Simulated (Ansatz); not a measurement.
# C₁₁H₁₄OTi: how energies converge with the basis set

An exercise on one series of results from a longer session: the logs are not shown, and one member is left open.

Computed with Ansatz 0.2.0, Gaussian basis. Level: one geometry, several basis sets.

Plan: PBE0-D4/def2-SVP; ωB97M-V/def2-SVP; PBE0-D4/def2-QZVPP; ωB97M-V/def2-QZVPP; the functionals' def2-TZVPP values are taken from earlier runs.

**The relaxed structure**

All runs share one geometry, relaxed beforehand with PBE0-D4 in a triple-zeta def2 set.

SMILES `C[O][TiH]12345678([C@H]9[C@@H]1[C@@H]2[C@@H]3[C@H]94)[C@H]1[C@@H]5[C@@H]6[C@@H]7[C@H]18`, 27 atoms, charge 0, spin multiplicity 1.

Atoms are counted from 1 here; the program's logs count them from 0.

Bond lengths: C1–O2 1.379 Å, C1–H14 1.098 Å, C1–H15 1.100 Å, C1–H16 1.097 Å, O2–Ti3 1.827 Å, Ti3–C4 2.357 Å, Ti3–C5 2.370 Å, Ti3–C6 2.375 Å, Ti3–C7 2.385 Å, Ti3–C8 2.386 Å, Ti3–C9 2.400 Å, Ti3–C10 2.381 Å, Ti3–C11 2.379 Å, Ti3–C12 2.381 Å, Ti3–C13 2.389 Å, Ti3–H17 1.671 Å, C4–C5 1.414 Å, C4–C8 1.409 Å and more. Angles: O2–C1–H14 110.5°, O2–C1–H15 112.8°, O2–C1–H16 110.3°, H14–C1–H15 107.8°, H14–C1–H16 107.7°, H15–C1–H16 107.6°, C1–O2–Ti3 147.1°, O2–Ti3–C4 114.6°, O2–Ti3–C5 141.0°, O2–Ti3–C6 119.1°, O2–Ti3–C7 87.0°, O2–Ti3–C8 84.7°, O2–Ti3–C9 138.6°, O2–Ti3–C10 111.1°, O2–Ti3–C11 81.9°, O2–Ti3–C12 86.7°, O2–Ti3–C13 119.6°, O2–Ti3–H17 95.8° and more.

Geometry (Å):

```xyz
27
charge 0, multiplicity 1
C    -1.21693   -2.46810    1.28176
O    -0.26214   -1.64922    0.71539
Ti    0.17658    0.03121    0.14905
C    -1.45059    1.06631   -1.20674
C    -0.82631    2.09102   -0.45784
C    -1.11384    1.87741    0.90186
C    -1.94068    0.73436    0.99235
C    -2.15610    0.24549   -0.30513
C     2.04041    1.16186   -0.85411
C     2.53339    0.36367    0.20007
C     2.30684   -0.98652   -0.14119
C     1.65942   -1.02231   -1.38756
C     1.48882    0.30659   -1.82859
H    -1.32703   -3.39092    0.69746
H    -2.20520   -1.98986    1.34489
H    -0.92019   -2.75165    2.29908
H     0.70606    0.57884    1.63605
H    -1.42719    0.95402   -2.27942
H    -0.22478    2.89043   -0.85982
H    -0.78434    2.48702    1.72740
H    -2.29523    0.28872    1.90924
H    -2.71139   -0.64330   -0.56571
H     2.06863    2.23941   -0.89284
H     3.02810    0.72053    1.08853
H     2.51279   -1.83817    0.48722
H     1.31049   -1.90904   -1.89493
H     1.03042    0.61222   -2.75644
```

The first run:

in.yaml

```yaml
crystal:
  periodic: [false, false, false]
  atoms:
    - {symbol: C, position_ang: [-1.216929, -2.468104, 1.281758]}
    - {symbol: O, position_ang: [-0.262138, -1.649220, 0.715391]}
    - {symbol: Ti, position_ang: [0.176576, 0.031210, 0.149048]}
    - {symbol: C, position_ang: [-1.450589, 1.066308, -1.206740]}
    - {symbol: C, position_ang: [-0.826312, 2.091024, -0.457837]}
    - {symbol: C, position_ang: [-1.113839, 1.877410, 0.901859]}
    - {symbol: C, position_ang: [-1.940682, 0.734356, 0.992351]}
    - {symbol: C, position_ang: [-2.156097, 0.245487, -0.305134]}
    - {symbol: C, position_ang: [2.040414, 1.161860, -0.854108]}
    - {symbol: C, position_ang: [2.533390, 0.363672, 0.200073]}
    - {symbol: C, position_ang: [2.306837, -0.986525, -0.141195]}
    - {symbol: C, position_ang: [1.659419, -1.022312, -1.387557]}
    - {symbol: C, position_ang: [1.488824, 0.306594, -1.828593]}
    - {symbol: H, position_ang: [-1.327029, -3.390918, 0.697457]}
    - {symbol: H, position_ang: [-2.205200, -1.989861, 1.344889]}
    - {symbol: H, position_ang: [-0.920192, -2.751648, 2.299078]}
    - {symbol: H, position_ang: [0.706063, 0.578841, 1.636048]}
    - {symbol: H, position_ang: [-1.427189, 0.954016, -2.279424]}
    - {symbol: H, position_ang: [-0.224784, 2.890429, -0.859817]}
    - {symbol: H, position_ang: [-0.784336, 2.487018, 1.727399]}
    - {symbol: H, position_ang: [-2.295235, 0.288716, 1.909241]}
    - {symbol: H, position_ang: [-2.711391, -0.643302, -0.565706]}
    - {symbol: H, position_ang: [2.068633, 2.239410, -0.892842]}
    - {symbol: H, position_ang: [3.028104, 0.720527, 1.088527]}
    - {symbol: H, position_ang: [2.512788, -1.838168, 0.487218]}
    - {symbol: H, position_ang: [1.310491, -1.909038, -1.894933]}
    - {symbol: H, position_ang: [1.030425, 0.612221, -2.756441]}
basis:
  gaussian: {orbitals: def2-SVP}
hamiltonian: {xc: pbe0, dispersion: d4}
output: {orbitals: {seedname: orbitals}}
```

Started as:

```console
ansatz run in.yaml --threads 11 --pin off --events-out ev --progress --plain --max-ram 174080MiB --backend cpu
```

Steps of the session up to this table: PBE0-D4 in def2-SVP; ωB97M-V in def2-SVP; PBE0-D4 in def2-QZVPP; ωB97M-V in def2-QZVPP.

One of the session's tables, all rows but one given; the rest of the session is left out.

It belongs to the step «Functionals by basis». 

| functional | basis | HOMO (eV) |
| --- | --- | --- |
| PBE0-D4 | def2-SVP | -6.20 |
| PBE0-D4 | def2-TZVPP | -6.22 |
| PBE0-D4 | def2-QZVPP | ? |
| ωB97M-V | def2-SVP | -8.25 |
| ωB97M-V | def2-TZVPP | -8.28 |
| ωB97M-V | def2-QZVPP | -8.29 |

Q: Estimate the row for PBE0-D4, def2-QZVPP from the others.

The run gave: HOMO (eV): -6.23. In the column «HOMO (eV)» it lies between ωB97M-V, def2-SVP (-8.25) and PBE0-D4, def2-TZVPP (-6.22).
